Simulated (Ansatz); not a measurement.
# Cu3O2: the cost of one run

Method: DFT LDA, scalar-relativistic, plane waves, PAW, in Ansatz 0.2.0.

16 further runs of the same task are left out: 16 set aside as unsound or not needed.

## 1. The system as given

The structure is tetragonal, space group I4/mmm (No. 139). Conventional cell: a = 3.910 Å, b = 3.910 Å, c = 7.177 Å, α = 90.00°, β = 90.00°, γ = 90.00°. Cu (site symmetry -4m2) is surrounded by 2 O at 1.79 Å. Around Cu (site symmetry 4/mmm) lie 4 O at 1.96 Å. O (site symmetry mmm) is surrounded by 4 Cu at 1.79 to 1.96 Å.

Structure file:

```cif
data_structure
_symmetry_space_group_name_H-M 'P 1'
_symmetry_Int_Tables_number 1
_cell_length_a 4.5300
_cell_length_b 4.5300
_cell_length_c 4.5300
_cell_angle_alpha 128.866
_cell_angle_beta 128.866
_cell_angle_gamma 75.226
_cell_volume 54.86
loop_
_atom_site_label
_atom_site_type_symbol
_atom_site_fract_x
_atom_site_fract_y
_atom_site_fract_z
_atom_site_occupancy
Cu1 Cu 0.25000 0.75000 0.50000 1
Cu2 Cu 0.75000 0.25000 0.50000 1
Cu3 Cu 0.00000 0.00000 0.00000 1
O1 O 0.00000 0.50000 0.50000 1
O2 O 0.50000 0.00000 0.50000 1
```

It goes back to an entry of the Materials Project, which need not be the stable form.

It is the result of an earlier relaxation at this level (volume 10.97 Å³/atom; gap on the mesh: none (metal)).

## 2. What is varied

The energy is mapped over the lattice constants a and c of the conventional cell.

- lattice constant a (and b): 7 values from 3.793 to 4.027 Å
- lattice constant c: 7 values from 6.603 to 7.751 Å

Nothing else is relaxed (symmetry fixes all fractional coordinates). Energies count from the relaxed crystal. Points are written as (first, second).

## 3. Point (3.793 Å, 6.794 Å)

input.yaml

```yaml
crystal:
  lattice:
    - [-1.89635, 1.89635, 3.3971]
    - [1.89635, -1.89635, 3.3971]
    - [1.89635, 1.89635, -3.3971]
  atoms:
    - { symbol: Cu, position: [0.25, 0.75, 0.5] }
    - { symbol: Cu, position: [0.75, 0.25, 0.5] }
    - { symbol: Cu, position: [0.0, 0.0, 0.0] }
    - { symbol: O, position: [0.0, 0.5, 0.5] }
    - { symbol: O, position: [0.5, 0.0, 0.5] }
basis:
  ecutwfc: 520.0
kpoints:
  mp_grid: { grid: [14, 14, 14] }
hamiltonian:
  xc: lda
  pseudopotentials: { kind: paw, azcp: { folder: soft_1 } }
scf:
  occupations: { method: gaussian, width: 0.15 }
output:
  forces: true
  stress: true
  eigenvalues: true
```

On the command line:

```bash
> ansatz run input.yaml --threads 4 --pin off --max-ram 8192MiB --backend cpu --events-out ev --progress --plain --runs-dir out
```

Q: Estimate wall time and peak memory on 4 threads of Arm Neoverse N1, shared host.

About 23 s, with a peak of 0.71 GiB.
